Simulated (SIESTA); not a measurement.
A run of SIESTA 5.4.2 is set up as follows.

Contents of Ti2Ag.fdf:

```
SystemName                      Ti2Ag
SystemLabel                     Ti2Ag
NumberOfSpecies                 2
NumberOfAtoms                   3
%block ChemicalSpeciesLabel
  1  47 Ag
  2  22 Ti
%endblock ChemicalSpeciesLabel

LatticeConstant                 1.0 Ang
%block LatticeVectors
    -1.4726641200     1.4726641200     5.9119578700
     1.4726641200    -1.4726641200     5.9119578700
     1.4726641200     1.4726641200    -5.9119578700
%endblock LatticeVectors
AtomicCoordinatesFormat         Fractional
%block AtomicCoordinatesAndAtomicSpecies
     0.0000000000     0.0000000000     0.0000000000  1  Ag
     0.6715106200     0.6715106200     0.0000000000  2  Ti
     0.3284893800     0.3284893800     0.0000000000  2  Ti
%endblock AtomicCoordinatesAndAtomicSpecies

%block kgrid.MonkhorstPack
   13   0   0  0.0
    0  13   0  0.0
    0   0  13  0.0
%endblock kgrid.MonkhorstPack
XC.Functional                   GGA
XC.Authors                      PBEsol
PAO.BasisSize                   DZP
PAO.EnergyShift                 0.003 Ry
Mesh.Cutoff                     800 Ry
OccupationFunction              FD
ElectronicTemperature           0.05 eV
MaxSCFIterations                120
SCF.MustConverge                false
SCF.Mixer.Method                Pulay
SCF.Mixer.Weight                0.25
SCF.Mixer.History               8
SCF.DM.Tolerance                5.0e-05
SCF.H.Tolerance                 1.0e-03 eV
WriteForces                     true
Charge.Mulliken                 end
%block PAO.Basis
  Ag 5
  n=4 0 2
    2.721 0.000
  n=5 0 2
    7.906 0.000
  n=4 1 2
    3.101 0.000
  n=5 1 1
    7.906
  n=4 2 2
    5.119 0.000
  Ti 5
  n=3 0 2
    3.151 0.000
  n=4 0 2
    8.703 0.000
  n=3 1 2
    3.568 0.000
  n=4 1 1
    8.703
  n=3 2 2
    6.267 0.000
%endblock PAO.Basis
```

Potentials or basis: PseudoDojo 0.4 standard (PBEsol files), DZP (energy shift 0.003 Ry; two zetas on semicore shells).

The run is started by

```bash
$ siesta < Ti2Ag.fdf > Ti2Ag.out 2>&1
```

(1) Predict the pressure.

(2) Estimate the largest force.

(3) Predict the band gap on the k mesh.

Results:

(1) -3.3 GPa.

(2) 0.020 eV/Å.

(3) none (metal or under the smearing width).

Caveat: short orbitals over semicore shells can move pressures by several GPa; the basis of atomic orbitals isn't converged, which shifts pressures, moduli and gaps.
